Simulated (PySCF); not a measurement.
**[La(SH)2]+: a change of charge**

Aim: at the relaxed geometry of [La(SH)2]+, try a change of charge. It is a constructed species; whether it can be made isn't addressed.

The runs use PySCF 2.14.0; PBE0, La def2-SVP with ECP46, S def2-SVP, H def2-SVP; scalar-relativistic core potentials, no spin–orbit coupling.

1 further run of the same task is left out (for a known fault of the program).

### Step 1. Starting geometry

5 atoms, charge 1, spin multiplicity 1.

Bond lengths: La1–S2 2.609 Å, La1–S4 2.609 Å, S2–H3 1.359 Å, S4–H5 1.359 Å. Angles: S2–La1–S4 98.8°, La1–S2–H3 95.1°, La1–S4–H5 95.1°.

Geometry (Å):

| atom | x (Å) | y (Å) | z (Å) |
| --- | --- | --- | --- |
| La1 | 0.0000 | 0.0000 | -0.8236 |
| S2 | 1.9780 | -0.1138 | 0.8737 |
| H3 | 2.9457 | -0.2082 | -0.0756 |
| S4 | -1.9780 | 0.1138 | 0.8737 |
| H5 | -2.9457 | 0.2082 | -0.0756 |

Formal oxidation states: La +3. An earlier session relaxed this geometry at PBE0, La def2-SVP with ECP46, S def2-SVP, H def2-SVP (singlet, point group C2).

Its energy there is -828.491115 Eh.

### Step 2. One electron removed, multiplicity 2

run.py (the lines that set the calculation) reads:

```python
mol = gto.M(atom='''
La     0.00000     0.00000    -0.82365
S      1.97801    -0.11375     0.87368
H      2.94574    -0.20817    -0.07558
S     -1.97801     0.11375     0.87368
H     -2.94574     0.20817    -0.07558''',
    basis={'La': 'def2-SVP', 'S': 'def2-SVP', 'H': 'def2-SVP'},
    ecp={'La': 'def2-SVP'},
    charge=2, spin=1)
mf = dft.UKS(mol, xc='PBE0')
mf.grids.atom_grid = (50, 194)  # f atoms: unpruned, at least (60, 302)
mf = mf.density_fit()  # fitting sets: La def2-universal-JKFIT, S def2-universal-JKFIT, H def2-universal-JKFIT
mf.conv_tol = 1e-08; mf.max_cycle = 55
mf.kernel(dm0)  # dm0: the density of the relaxed state
```

Started as:

```
$ OMP_NUM_THREADS=2 python run.py
```

Output:

```text
init E= -828.50245334351
  HOMO = -0.43210207369  LUMO = -0.429778345222  gap/eV = 0.06323
cycle= 1 E= -827.962161180561  delta_E= 0.54  |g|= 0.169  |ddm|= 0.658
  HOMO = -0.66160437966  LUMO = -0.6242357802  gap/eV = 1.01685
cycle= 2 E= -827.963869881698  delta_E= -0.00171  |g|= 0.176  |ddm|= 0.517
  HOMO = -0.624122324812  LUMO = -0.58460179607  gap/eV = 1.07541
cycle= 3 E= -827.984099817455  delta_E= -0.0202  |g|= 0.0321  |ddm|= 0.281
  HOMO = -0.619576864841  LUMO = -0.580074711944  gap/eV = 1.07491
cycle= 4 E= -827.984940182707  delta_E= -0.00084  |g|= 0.0122  |ddm|= 0.0784
  HOMO = -0.61820621657  LUMO = -0.578016708658  gap/eV = 1.09361
cycle= 5 E= -827.985119979396  delta_E= -0.00018  |g|= 0.00406  |ddm|= 0.0275
  HOMO = -0.617846419194  LUMO = -0.577329728795  gap/eV = 1.10252
cycle= 6 E= -827.98514903798  delta_E= -2.91e-05  |g|= 0.00159  |ddm|= 0.0109
  HOMO = -0.617757372627  LUMO = -0.577067605669  gap/eV = 1.10722
cycle= 7 E= -827.985155214381  delta_E= -6.18e-06  |g|= 0.000311  |ddm|= 0.0067
  HOMO = -0.617749553592  LUMO = -0.57702436882  gap/eV = 1.10819
cycle= 8 E= -827.985155432484  delta_E= -2.18e-07  |g|= 7.94e-05  |ddm|= 0.00139
  HOMO = -0.617748511263  LUMO = -0.577017854032  gap/eV = 1.10834
cycle= 9 E= -827.98515544444  delta_E= -1.2e-08  |g|= 2.15e-05  |ddm|= 0.0003
  HOMO = -0.617748653326  LUMO = -0.577017086256  gap/eV = 1.10836
cycle= 10 E= -827.9851554457  delta_E= -1.26e-09  |g|= 7.1e-06  |ddm|= 9.76e-05
  HOMO = -0.617748569194  LUMO = -0.57701717846  gap/eV = 1.10836
Extra cycle  E= -827.985155445894  delta_E= -1.93e-10  |g|= 4.16e-06  |ddm|= 3.33e-05
converged SCF energy = -827.985155445894  <S^2> = 0.77692255  2S+1 = 2.0267437
```

Wall time 0.9 s (2 threads of AMD EPYC 9R45 (Zen 5), shared host).

Read off: E = -827.985155 Eh (+13.768 eV from the relaxed state), HOMO -16.81 eV, LUMO -15.70 eV (over both spins), ⟨S²⟩ = 0.777, Mulliken charge on La1 +1.45 e. 

### Step 3. One electron added, multiplicity 2

Edit run.py (the lines that set the calculation) of step 2 so:

```diff
@@ -8,3 +8,3 @@
     ecp={'La': 'def2-SVP'},
-    charge=2, spin=1)
+    charge=0, spin=1)
 mf = dft.UKS(mol, xc='PBE0')
```

Started as:

```
$ OMP_NUM_THREADS=2 python run.py
```

Output:

```text
init E= -828.501467850339
  HOMO = -0.259283984327  LUMO = -0.256372604511  gap/eV = 0.07922
cycle= 1 E= -828.668024847895  delta_E= -0.167  |g|= 0.161  |ddm|= 1.29
  HOMO = -0.100208508157  LUMO = -0.0403474503036  gap/eV = 1.62890
cycle= 2 E= -828.660026679363  delta_E= 0.008  |g|= 0.205  |ddm|= 0.992
  HOMO = -0.141331437238  LUMO = -0.0692238864956  gap/eV = 1.96215
cycle= 3 E= -828.696311753852  delta_E= -0.0363  |g|= 0.0263  |ddm|= 0.51
  HOMO = -0.148115924876  LUMO = -0.0735859163454  gap/eV = 2.02806
cycle= 4 E= -828.69674250517  delta_E= -0.000431  |g|= 0.0101  |ddm|= 0.0673
  HOMO = -0.149903072606  LUMO = -0.0742048164535  gap/eV = 2.05985
cycle= 5 E= -828.696868055322  delta_E= -0.000126  |g|= 0.00446  |ddm|= 0.0383
  HOMO = -0.150358790768  LUMO = -0.0741580619105  gap/eV = 2.07353
cycle= 6 E= -828.696917424775  delta_E= -4.94e-05  |g|= 0.00182  |ddm|= 0.022
  HOMO = -0.150909073626  LUMO = -0.0742481510538  gap/eV = 2.08605
cycle= 7 E= -828.696972261913  delta_E= -5.48e-05  |g|= 0.00131  |ddm|= 0.0382
  HOMO = -0.15135973383  LUMO = -0.0742763625646  gap/eV = 2.09755
cycle= 8 E= -828.697006649377  delta_E= -3.44e-05  |g|= 0.000697  |ddm|= 0.0371
  HOMO = -0.151692221774  LUMO = -0.0743012012552  gap/eV = 2.10592
cycle= 9 E= -828.697022590595  delta_E= -1.59e-05  |g|= 0.000237  |ddm|= 0.0378
  HOMO = -0.151691447046  LUMO = -0.0742848901567  gap/eV = 2.10634
cycle= 10 E= -828.697023613706  delta_E= -1.02e-06  |g|= 8.7e-05  |ddm|= 0.00969
  HOMO = -0.151708535669  LUMO = -0.0742811990837  gap/eV = 2.10691
cycle= 11 E= -828.697023659379  delta_E= -4.57e-08  |g|= 1.53e-05  |ddm|= 0.00218
  HOMO = -0.151714871014  LUMO = -0.0742818903816  gap/eV = 2.10706
cycle= 12 E= -828.697023660208  delta_E= -8.29e-10  |g|= 3.35e-06  |ddm|= 0.000171
  HOMO = -0.151713808558  LUMO = -0.0742804457726  gap/eV = 2.10707
Extra cycle  E= -828.69702366024  delta_E= -3.22e-11  |g|= 2.66e-06  |ddm|= 2.21e-05
converged SCF energy = -828.69702366024  <S^2> = 0.75224058  2S+1 = 2.0022393
```

Wall time 1.1 s (2 threads of AMD EPYC 9R45 (Zen 5), shared host).

Read off: E = -828.697024 Eh (-5.603 eV from the relaxed state), HOMO -4.13 eV, LUMO -2.06 eV (over both spins), ⟨S²⟩ = 0.752, Mulliken charge on La1 +0.42 e. 

### Step 4. The states side by side

| state | energy from the relaxed state (eV) | ⟨S²⟩ | time |
| --- | --- | --- | --- |
| charge +1, singlet, vacuum (relaxed) | 0 | 0.00 |  |
| charge 0, doublet, vacuum | -5.60 | 0.75 | 1.1 s |
| charge +2, doublet, vacuum | 13.77 | 0.78 | 0.9 s |

An electron taken off or put on is at rest in vacuum. 

Removing an electron vertically costs 13.77 eV (doublet), against −HOMO = 11.84 eV. Adding an electron vertically releases 5.60 eV (doublet). These are double-zeta-type bases without diffuse functions. Spin–orbit coupling is left out.
